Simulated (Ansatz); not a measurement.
# TlHgBr3: the cell at several levels of theory

Aim: relax TlHgBr3 in the cubic perovskite structure with PBE and r2SCAN and see how far the functionals disagree on the cell. This is a trial cell built on a prototype, not taken from a measured structure, and it needn't be the compound's ground state.

The runs shown are made with Ansatz 0.2.0. PAW datasets, plane waves, zero pressure. The calculation is spin-unpolarised, and the structure need not be a phase that has been made.

## (1) Starting point

This is the cell as the run starts from it, not yet at rest; its lengths are not the crystal's.

It is cubic, Pm-3m (No. 221); conventional cell a = 5.052 Å, 25.78 Å³ an atom. Around Tl lie 12 Br at 3.57 Å; around Hg lie 6 Br at 2.53 Å; around Br lie 2 Hg at 2.53 Å and 4 Tl at 3.57 Å.

As a file:

```cif
data_structure
_symmetry_space_group_name_H-M 'P 1'
_symmetry_Int_Tables_number 1
_cell_length_a 5.0517
_cell_length_b 5.0517
_cell_length_c 5.0517
_cell_angle_alpha 90.000
_cell_angle_beta 90.000
_cell_angle_gamma 90.000
_cell_volume 128.92
loop_
_atom_site_label
_atom_site_type_symbol
_atom_site_fract_x
_atom_site_fract_y
_atom_site_fract_z
_atom_site_occupancy
Tl1 Tl 0.00000 0.00000 0.00000 1
Hg1 Hg 0.50000 0.50000 0.50000 1
Br1 Br 0.50000 0.50000 0.00000 1
Br2 Br 0.50000 0.00000 0.50000 1
Br3 Br 0.00000 0.50000 0.50000 1
```

## (2) Relaxing with PBE

File input.yaml:

```yaml
crystal:
  lattice:
    - [5.05166688, 0.0, 0.0]
    - [0.0, 5.05166688, 0.0]
    - [0.0, 0.0, 5.05166688]
  atoms:
    - { symbol: Tl, position: [0.0, 0.0, 0.0] }
    - { symbol: Hg, position: [0.5, 0.5, 0.5] }
    - { symbol: Br, position: [0.5, 0.5, 0.0] }
    - { symbol: Br, position: [0.5, 0.0, 0.5] }
    - { symbol: Br, position: [0.0, 0.5, 0.5] }
kpoints:
  mp_grid: { grid: [4, 4, 4] }
hamiltonian:
  xc: pbe
scf:
  occupations: { method: fermi_dirac, width: 0.02 }
relax:
  f_tol: 0.005
  cell: {}
```

The runs that follow: r2SCAN: cell and atoms.

**Question.** What will these runs give? Wanted: for each run, a; volume; space group; SCF geometries.

**Answer**, as computed:

```
 level  a (Å)  volume (Å³/atom)  space group  SCF geometries
   PBE  5.597            35.070        Pm-3m               8
r2SCAN  5.522            33.668        Pm-3m               4
```

What this shows: From the start to the first minimum the volume moved by +36.0 %. The volume runs from r2SCAN (least) to PBE (most), a spread of 4.2 %, or 1.4 % in length if all axes shared it alike.
